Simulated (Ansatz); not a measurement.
# C12H8O: one species, many methods

How much do the methods differ for C12H8O? The plan is to run it at one geometry with functionals of several rungs and with coupled cluster. The yardstick is the atomisation energy at the CCSD(T) limit.

The runs use Ansatz 0.2.0, Gaussian basis; functionals in def2-TZVPP, the program's frozen cores in correlated methods.

The runs, in order: LDA (SPW92), PBE-D4, revPBE-D4, BLYP-D4, r2SCAN-D4, B97M-V, PBE0-D4, B3LYP-D4, r2SCANh-D4, r2SCAN0-D4, HSE06-D4, BHLYP-D4, CAM-B3LYP-D4, LC-ωPBE, ωB97X-V, ωB97M-V, B2PLYP, PBE-QIDH; CCSD(T)/def2-SVP; CCSD(T)/def2-TZVPP; MP2/def2-QZVPP; extrapolation to the limit; RPA on PBE.

## 1. Structure used throughout

An earlier PBE0-D4 in a triple-zeta def2 set relaxation fixed the geometry.

SMILES `c1ccc2c(c1)oc1ccccc12`, 21 atoms, charge 0, spin multiplicity 1.

Atoms are counted from 1 here; the program's logs count them from 0.

Bond lengths: C1–C2 1.396 Å, C1–C6 1.387 Å, C1–H14 1.084 Å, C2–C3 1.384 Å, C2–H15 1.083 Å, C3–C4 1.390 Å, C3–H16 1.084 Å, C4–C5 1.398 Å, C4–C13 1.443 Å, C5–C6 1.380 Å, C5–O7 1.363 Å, C6–H17 1.083 Å, O7–C8 1.363 Å, C8–C9 1.380 Å, C8–C13 1.398 Å, C9–C10 1.387 Å, C9–H18 1.083 Å, C10–C11 1.396 Å and more. Angles: C2–C1–C6 121.4°, C2–C1–H14 119.4°, C6–C1–H14 119.2°, C1–C2–C3 121.0°, C1–C2–H15 119.3°, C3–C2–H15 119.7°, C2–C3–C4 118.5°, C2–C3–H16 120.7°, C4–C3–H16 120.8°, C3–C4–C5 119.2°, C3–C4–C13 135.6°, C5–C4–C13 105.3°, C4–C5–C6 123.2°, C4–C5–O7 111.7°, C6–C5–O7 125.1°, C1–C6–C5 116.6°, C1–C6–H17 122.1°, C5–C6–H17 121.3° and more.

Coordinates:

```
C    -2.9943   -1.4179   -0.7804
C    -2.0300   -2.3965   -0.5329
C    -0.7331   -2.0511   -0.1941
C    -0.4072   -0.7025   -0.1045
C    -1.3939    0.2555   -0.3579
C    -2.6916   -0.0673   -0.6967
O    -0.9102    1.5237   -0.2275
C     0.4034    1.3938    0.1138
C     1.2706    2.4419    0.3430
C     2.5734    2.1081    0.6807
C     2.9805    0.7766    0.7819
C     2.0942   -0.2606    0.5478
C     0.7826    0.0510    0.2077
H    -4.0016   -1.7188   -1.0436
H    -2.3042   -3.4420   -0.6080
H     0.0107   -2.8160   -0.0033
H    -3.4308    0.7005   -0.8864
H     0.9432    3.4706    0.2614
H     3.2898    2.8988    0.8698
H     4.0071    0.5549    1.0482
H     2.4169   -1.2921    0.6281
```

## 2. LDA

This LDA is Slater exchange with PW92 correlation.

Contents of in.yaml:

```yaml
crystal:
  periodic: [false, false, false]
  atoms:
    - {symbol: C, position_ang: [-2.994315, -1.417912, -0.780372]}
    - {symbol: C, position_ang: [-2.029982, -2.396484, -0.532925]}
    - {symbol: C, position_ang: [-0.733052, -2.051075, -0.194130]}
    - {symbol: C, position_ang: [-0.407176, -0.702464, -0.104507]}
    - {symbol: C, position_ang: [-1.393905, 0.255545, -0.357875]}
    - {symbol: C, position_ang: [-2.691614, -0.067307, -0.696737]}
    - {symbol: O, position_ang: [-0.910247, 1.523666, -0.227533]}
    - {symbol: C, position_ang: [0.403405, 1.393792, 0.113776]}
    - {symbol: C, position_ang: [1.270556, 2.441944, 0.342982]}
    - {symbol: C, position_ang: [2.573352, 2.108105, 0.680671]}
    - {symbol: C, position_ang: [2.980458, 0.776647, 0.781942]}
    - {symbol: C, position_ang: [2.094192, -0.260572, 0.547794]}
    - {symbol: C, position_ang: [0.782614, 0.051038, 0.207720]}
    - {symbol: H, position_ang: [-4.001558, -1.718824, -1.043589]}
    - {symbol: H, position_ang: [-2.304196, -3.442000, -0.608047]}
    - {symbol: H, position_ang: [0.010729, -2.815978, -0.003314]}
    - {symbol: H, position_ang: [-3.430842, 0.700499, -0.886366]}
    - {symbol: H, position_ang: [0.943244, 3.470612, 0.261422]}
    - {symbol: H, position_ang: [3.289841, 2.898837, 0.869762]}
    - {symbol: H, position_ang: [4.007052, 0.554943, 1.048201]}
    - {symbol: H, position_ang: [2.416944, -1.292112, 0.628124]}
basis:
  gaussian: {orbitals: def2-TZVPP}
hamiltonian: {xc: lda}
output: {orbitals: {seedname: orbitals}}
```

Launch:

```sh
> ansatz run in.yaml --threads 4 --pin off --events-out ev --progress --plain --max-ram 66560MiB --backend cuda --devices 0, --max-vram 37GiB
```

After this run come: PBE-D4 (GGA); revPBE-D4 (GGA); BLYP-D4 (GGA); r2SCAN-D4 (meta-GGA); B97M-V (meta-GGA); PBE0-D4 (hybrid); B3LYP-D4 (hybrid); r2SCANh-D4 (hybrid); r2SCAN0-D4 (hybrid); HSE06-D4 (hybrid); BHLYP-D4 (hybrid); CAM-B3LYP-D4 (range-separated); LC-ωPBE (range-separated); ωB97X-V (range-separated); ωB97M-V (range-separated); B2PLYP (double hybrid); PBE-QIDH (double hybrid); CCSD(T) in def2-SVP; CCSD(T) in def2-TZVPP; MP2 in def2-QZVPP; RPA on PBE orbitals.

Before running them: what should the planned runs give, taken together? Wanted: atomisation energy, CCSD(T)/CBS; farthest beyond LDA; mean size of error, GGA; mean size of error, meta-GGA; mean size of error, hybrid; mean size of error, range-separated; mean size of error, double hybrid; gap, smallest and largest; T1 diagnostic.

The runs gave:

```
                               quantity                                 value
        atomisation energy, CCSD(T)/CBS                            112.100 eV
    functionals within 0.560 eV (0.5 %)           r2SCAN0-D4, ωB97X-V, B2PLYP
                    farthest beyond LDA                    PBE-D4 (+5.673 eV)
                mean size of error, GGA                              3.083 eV
           mean size of error, meta-GGA                              1.485 eV
             mean size of error, hybrid                              1.897 eV
    mean size of error, range-separated                              0.863 eV
      mean size of error, double hybrid                              0.891 eV
              gap, smallest and largest  3.70 eV (BLYP-D4), 9.59 eV (LC-ωPBE)
                          T1 diagnostic                                0.0118
triples share of the correlation energy                                 5.3 %
```

**Reading.** The LDA atomisation energy is off by 19.703 eV (18 %): it overbinds. PBE-D4 misses by +5.673 eV. Double hybrids carry the basis error of their MP2 part in triple zeta, and no dispersion term here, so their miss is partly the set-up's. Taken by rung, range-separated functionals do best (0.863 eV on average) and GGA ones worst beyond LDA (3.083 eV). The gap between the best rungs is small, so their order is not settled. Misses under about 0.560 eV are within the doubt on the reference itself, which lacks core-valence correlation, relativity and higher excitations. Hartree-Fock recovers 73 % of the binding; the rest is correlation. CCSD(T) in def2-SVP is off by -3.615 eV, worse than the median functional, from the basis alone. Orbital gaps span 3.7 to 9.6 eV; exact exchange widens them. The restricted reference is unstable towards a spin-broken one.
